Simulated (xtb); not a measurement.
# GFN2-xTB run of [SnH5]− (SMILES [H][Sn-]([H])([H])([H])[H])

We compute a structure relaxation of [SnH5]−. 

The calculation is run with xtb 6.7.1 later snapshot.

## (1) The molecule

The species is [SnH5]− (6 atoms), meant as a singlet with charge -1. As SMILES, `[H][Sn-]([H])([H])([H])[H]`. All atoms were displaced at random from a relaxed shape. The run starts from this shape.

Bond lengths: Sn1–H2 1.982 Å, Sn1–H3 1.876 Å, Sn1–H4 1.743 Å, Sn1–H5 1.630 Å, Sn1–H6 1.830 Å. Angles: H2–Sn1–H3 170.1°, H2–Sn1–H4 87.5°, H2–Sn1–H5 94.4°, H2–Sn1–H6 82.6°, H3–Sn1–H4 86.8°, H3–Sn1–H5 95.5°, H3–Sn1–H6 93.0°, H4–Sn1–H5 123.3°, H4–Sn1–H6 117.9°, H5–Sn1–H6 118.5°.

## (2) A geometry optimisation at GFN2-xTB

Contents of input.inp:

```
$opt
   engine=rf
$end
```

Contents of struc.tmol:

```
$coord
     -0.068143524054      0.119827533563     -0.118088985528  sn
      0.084546346816     -0.295817727549      3.602025863410  h
      0.126687239395      0.007143164751     -3.655788571656  h
      3.224250713836      0.017215404995     -0.119733047256  h
     -1.678322463064      2.742937469894      0.003269226196  h
     -1.782125119090     -2.877599353535      0.066820715767  h
$end
```

Run with:

```bash
$ xtb struc.tmol -c -1 --gfn 2 --opt tight --input input.inp | tee out.txt
```

What values should one expect? Wanted: total energy at the end; HOMO energy; LUMO energy; HOMO–LUMO gap; dispersion energy; mean polarisability.

Computed results:

Level: GFN2-xTB.

| quantity | value |
| --- | --- |
| total energy at the end | -4.77719 Eh |
| HOMO energy | -4.45 eV |
| LUMO energy | -0.34 eV |
| HOMO–LUMO gap | 4.11 eV |
| dispersion energy | -12.20 kJ/mol |
| mean polarisability (D4 model) | 62.4 bohr³ |

At the final geometry: Bond lengths: Sn1–H2 1.884 Å, Sn1–H3 1.884 Å, Sn1–H4 1.787 Å, Sn1–H5 1.787 Å, Sn1–H6 1.787 Å. Angles: H2–Sn1–H3 180.0°, H2–Sn1–H4 90.0°, H2–Sn1–H5 90.0°, H2–Sn1–H6 90.0°, H3–Sn1–H4 90.0°, H3–Sn1–H5 90.0°, H3–Sn1–H6 90.0°, H4–Sn1–H5 120.0°, H4–Sn1–H6 120.0°, H5–Sn1–H6 120.0°. The optimisation took 14 steps and changed the energy by -0.149 eV. Mulliken charges run from -0.28 on H3 to +0.17 on Sn1.
